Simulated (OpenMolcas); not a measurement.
**singlet CH4ClGeO+ at 6 levels**

We compute a comparison of 6 runs (HF/STO-3G, B2PLYP/6-31G*, M06-2X/6-31G*, PBE0/6-31G*, revPBE/6-31G*, MP2/6-31G*) of singlet CH4ClGeO+. 

The results are computed with OpenMolcas 26.06.

1 further run of the same task is left out (set aside as unsound or not needed).

### 1 The structure to begin with

CH4ClGeO+ has 8 atoms, charge +1, and is taken as a singlet. As SMILES of the parent species, `[CH3][Ge]([OH])[Cl]`. The coordinates come from a PBE0-D4/def2-TZVP relaxation. This is one conformer, not always the lowest. That shape belongs to the parent species and isn't relaxed for this state.

Bond lengths: C1–Ge2 1.958 Å, Ge2–O3 1.780 Å, Ge2–Cl4 2.184 Å, C1–H5 1.090 Å, C1–H6 1.092 Å, C1–H7 1.089 Å, O3–H8 0.961 Å. Angles: C1–Ge2–O3 104.8°, C1–Ge2–Cl4 109.0°, O3–Ge2–Cl4 106.9°, Ge2–C1–H5 109.2°, Ge2–C1–H6 107.2°, Ge2–C1–H7 109.9°, Ge2–O3–H8 113.2°, H5–C1–H6 110.0°, H5–C1–H7 110.2°, H6–C1–H7 110.2°.

### 2 The energy at HF/STO-3G (run 1)

File input.xyz:

```xyz
8

C      0.070000     1.235100    -0.045900
Ge    -0.661500    -0.553500     0.272700
O      0.714600    -1.504600     0.880000
Cl    -1.247100    -1.432100    -1.639400
H      0.419500     1.652400     0.898100
H      0.906900     1.122600    -0.737600
H     -0.694800     1.876200    -0.480900
H      0.584600    -2.453200     0.797100
```

File calc.input:

```
&gateway
 baslib = $CurrDir
 coord = input.xyz
 basis = STO-3G
 group = NoSym

&seward

&scf
 charge = 1
 thresholds = 1e-10 1e-07 1e-07 1e-05
 prorbitals = 1 1
```

The basis set STO-3G is read from a file made from the Basis Set Exchange's data (not shown).

Command:

```console
export MOLCAS_MEM=1860
pymolcas calc.input > calc.log
```

The program printed:

```text
--- Start Module: gateway ---
[...]
--- Stop Module: gateway /rc=_RC_ALL_IS_WELL_ ---
--- Start Module: seward ---
[...]
      Basis functions           41
--- Stop Module: seward /rc=_RC_ALL_IS_WELL_ ---
[...]
--- Start Module: scf ---
[...]
       Convergence after  18 Iterations
[...]
::    Total SCF energy                              -2619.7300776571
[...]
      Total spin, S                                     0.0000000000
[...]
      Total electronic charge=   66.000000
      Total            charge=    1.000000
[...]
      Dipole Moment (debye):
      Origin of the operator (angstrom)=   -0.5607   -0.6956   -0.1644
                   X= -4.5910E-01               Y=  1.0300E+00               Z=  3.6654E+00           Total=  3.8350E+00
      Center of Charge (angstrom)
[...]
--- Stop Module: scf /rc=_RC_ALL_IS_WELL_ ---
[...]
```

Wall time 3.6 s (1 thread of AMD EPYC 7R43 (Zen 3), shared host); peak memory 0.37 GiB.

### 3 The energy at B2PLYP/6-31G(d) (spherical functions) (run 2)

File mol.inp:

```
* CH4ClGeO Kohn-Sham DFT
&GATEWAY
BASLIB=$CurrDir
COORD
8
angstrom
C        0.070000       1.235100      -0.045900
Ge      -0.661500      -0.553500       0.272700
O        0.714600      -1.504600       0.880000
Cl      -1.247100      -1.432100      -1.639400
H        0.419500       1.652400       0.898100
H        0.906900       1.122600      -0.737600
H       -0.694800       1.876200      -0.480900
H        0.584600      -2.453200       0.797100
BASIS=6-31Gs
GROUP=NoSym
&SEWARD
GRIDINPUT
Grid=UltraFine
End of Grid
&SCF
CHARGE=1
KSDFT=B2PLYP_SCF
THRESHOLDS=1e-10 1e-07 1e-07 1e-05
PRORBITALS=1 1
&MBPT2
FROZEN=16
```

The basis set 6-31G* is read from a file made from the Basis Set Exchange's data (not shown).

Command:

```console
export MOLCAS_MEM=1860
pymolcas mol.inp > mol.log
```

The program printed:

```text
--- Start Module: gateway ---
[...]
--- Stop Module: gateway /rc=_RC_ALL_IS_WELL_ ---
[...]
      Basis functions           86
[...]
--- Start Module: scf ---
[...]
       Convergence after  23 Iterations
[...]
::    Total KS-DFT energy                           -2651.4991313707
[...]
      Total spin, S                                     0.0000000000
[...]
      Total electronic charge=   66.000000
      Total            charge=    1.000000
[...]
      Dipole Moment (debye):
      Origin of the operator (angstrom)=   -0.5607   -0.6956   -0.1644
                   X= -4.2239E-01               Y=  1.8283E+00               Z=  2.0954E+00           Total=  2.8128E+00
      Center of Charge (angstrom)
[...]
--- Stop Module: scf /rc=_RC_ALL_IS_WELL_ ---
[...]
--- Start Module: mbpt2 ---
[...]
 ###    WARNING: MP2 implementation intended for RHF references only         ###
 ###############################################################################
MBPT2 WARNING: Reference function according to RunFile:KS-DFT
I'll assume you know what you're doing and continue
WARNING!
Default frozen orbitals as non valence orbitals is overwritten by user input.
Default values:  21
[...]
       Reference weight ( Cref**2 )         =        0.74059
::    Total MBPT2 energy                            -2652.3453520605
[...]
      Total MBPT2 calculations                           0.40      0.47
--- Stop Module: mbpt2 /rc=_RC_ALL_IS_WELL_ ---
[...]
```

Run time: 41 s. Hardware: 1 thread of AMD EPYC 7R43 (Zen 3), shared host; peak memory 0.47 GiB.

Runs 3 to 5 aren't shown in full; the table further down has their settings and results.

### 4 A single-point energy at MP2/6-31G(d) (spherical functions) (run 6)

File geom.xyz:

```xyz
8

C      0.070000     1.235100    -0.045900
Ge    -0.661500    -0.553500     0.272700
O      0.714600    -1.504600     0.880000
Cl    -1.247100    -1.432100    -1.639400
H      0.419500     1.652400     0.898100
H      0.906900     1.122600    -0.737600
H     -0.694800     1.876200    -0.480900
H      0.584600    -2.453200     0.797100
```

File calc.input:

```
* CH4ClGeO MP2
>>> EXPORT MOLCAS_PRINT=2

&GATEWAY
 BASLIB
 $CurrDir
 COORD
 geom.xyz
 BASIS
 6-31Gs
 GROUP
 NoSym

&SEWARD

&SCF
 CHARGE
 1
 THRESHOLDS
 1e-10 1e-07 1e-07 1e-05
 PRORBITALS
 0

&MBPT2
 FROZEN
 16
```

The basis set 6-31G* is read from a file made from the Basis Set Exchange's data (not shown).

Command:

```console
export MOLCAS_MEM=1860
pymolcas calc.input > calc.log
```

The program printed:

```text
--- Start Module: gateway ---
[...]
--- Stop Module: gateway /rc=_RC_ALL_IS_WELL_ ---
[...]
      Basis functions           86
[...]
--- Start Module: scf ---
[...]
       Convergence after  19 Iterations
[...]
::    Total SCF energy                              -2649.3493815213
[...]
      Total spin, S                                     0.0000000000
[...]
      Total electronic charge=   66.000000
      Total            charge=    1.000000
[...]
      Dipole Moment (debye):
      Origin of the operator (angstrom)=   -0.5607   -0.6956   -0.1644
                   X= -9.0638E-01               Y=  1.9379E+00               Z=  2.4730E+00           Total=  3.2700E+00
      Center of Charge (angstrom)
[...]
--- Stop Module: scf /rc=_RC_ALL_IS_WELL_ ---
[...]
--- Start Module: mbpt2 ---
[...]
WARNING!
Default frozen orbitals as non valence orbitals is overwritten by user input.
Default values:  21
[...]
       Reference weight ( Cref**2 )         =        0.82541
::    Total MBPT2 energy                            -2650.0343002008
[...]
      Total MBPT2 calculations                           0.38      0.43
--- Stop Module: mbpt2 /rc=_RC_ALL_IS_WELL_ ---
[...]
```

It took 13 s on 1 thread of AMD EPYC 7R43 (Zen 3), shared host; peak memory 0.47 GiB.

### 5 Overview of the runs

```tsv
run	level	frozen core orbitals	integration grid	energy (Eh)	HOMO energy (eV)	LUMO energy (eV)	HOMO–LUMO gap (eV)	wall time
1	HF/STO-3G	–	–	-2619.730078	-16.42	-5.58	10.84	3.6 s
2	B2PLYP/6-31G* (spherical functions)	16	UltraFine	-2651.727611	-15.84	-9.40	6.44	41 s
3	M06-2X/6-31G* (spherical functions)	–	UltraFine	-2652.286923	-15.97	-9.60	6.37	50 s
4	PBE0/6-31G* (spherical functions)	–	UltraFine	-2651.818548	-14.65	-10.49	4.15	38 s
5	revPBE/6-31G* (spherical functions)	–	UltraFine	-2652.092575	-13.14	-11.07	2.08	44 s
6	MP2/6-31G* (spherical functions)	16	–	-2650.034300	-17.92	-7.40	10.52	13 s
```

### 6 Results

```
                                           quantity           value
                                run 6: total energy  -2650.03430 Eh
         run 6: HOMO energy (Hartree–Fock orbitals)       -17.92 eV
         run 6: LUMO energy (Hartree–Fock orbitals)        -7.40 eV
       run 6: HOMO–LUMO gap (Hartree–Fock orbitals)        10.52 eV
run 6: correlation energy (16 core orbitals frozen)      -684.9 mEh
```

What this shows: Over runs 1, 2, 3, 4, 5 the HOMO–LUMO gap runs from 2.08 eV (revPBE/6-31G*) to 10.84 eV (HF/STO-3G). The two ends differ in method and basis. For B2PLYP the log adds the whole second-order term; the table takes 0.27 of it, as the functional is defined. Totals of different functionals can't be ranked against each other. In run 1 the basis is minimal, so the values are rough. All runs together took 3.2 min, the longest 50 s.
